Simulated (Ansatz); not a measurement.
**GeH₃S radical: basis-set convergence**

How large a basis does GeH₃S radical need? Two functionals are run in growing sets.

Program: Ansatz 0.2.0, Gaussian basis. Level of theory: one geometry, several basis sets. These are calculated values, not measurements.

The runs, in order: PBE0-D4/def2-SVP; ωB97M-V/def2-SVP; PBE0-D4/def2-QZVPP; ωB97M-V/def2-QZVPP; the functionals' def2-TZVPP values are taken from earlier runs.

## 1. The geometry

All runs share one geometry, relaxed beforehand with PBE0-D4 in a triple-zeta def2 set.

SMILES `[S][GeH3]`, 5 atoms, charge 0, spin multiplicity 2.

Atoms are counted from 1 here; the program's logs count them from 0.

Bond lengths: S1–Ge2 2.210 Å, Ge2–H3 1.536 Å, Ge2–H4 1.538 Å, Ge2–H5 1.536 Å. Angles: S1–Ge2–H3 110.7°, S1–Ge2–H4 104.4°, S1–Ge2–H5 110.7°, H3–Ge2–H4 110.3°, H3–Ge2–H5 110.4°, H4–Ge2–H5 110.3°.

## 2. PBE0-D4 in def2-SVP

in.yaml reads:

```yaml
crystal:
  periodic: [false, false, false]
  atoms:
    - {symbol: S, position_ang: [1.402005, -0.324443, 1.480529]}
    - {symbol: Ge, position_ang: [-0.107814, 0.003266, -0.099657]}
    - {symbol: H, position_ang: [-1.018532, 1.187498, 0.257322]}
    - {symbol: H, position_ang: [0.717750, 0.325854, -1.356389]}
    - {symbol: H, position_ang: [-0.943609, -1.265875, -0.323206]}
basis:
  gaussian: {orbitals: def2-SVP}
magnetization: {spin_polarized: true, initial_magnetization: 1}
hamiltonian: {xc: pbe0, dispersion: d4}
output: {orbitals: {seedname: orbitals}}
```

Command:

```sh
ansatz run in.yaml --threads 2 --pin off --events-out ev --progress --plain --max-ram 32768MiB --backend cpu
```

After this run come: ωB97M-V in def2-SVP; PBE0-D4 in def2-QZVPP; ωB97M-V in def2-QZVPP.

**Question.** What will the summary of the whole plan be? Wanted: PBE0-D4: double and triple zeta above quadruple; ωB97M-V: double and triple zeta above quadruple.

**Answer**, as computed:

| quantity | value |
| --- | --- |
| PBE0-D4: double and triple zeta above quadruple | 12.46, 1.56 eV |
| ωB97M-V: double and triple zeta above quadruple | 12.39, 1.52 eV |

In words: For PBE0-D4 the step from double to triple zeta gains 10.90 eV and the next only 1.56 eV. Total energies overstate the basis error of differences, where much of it tends to cancel.
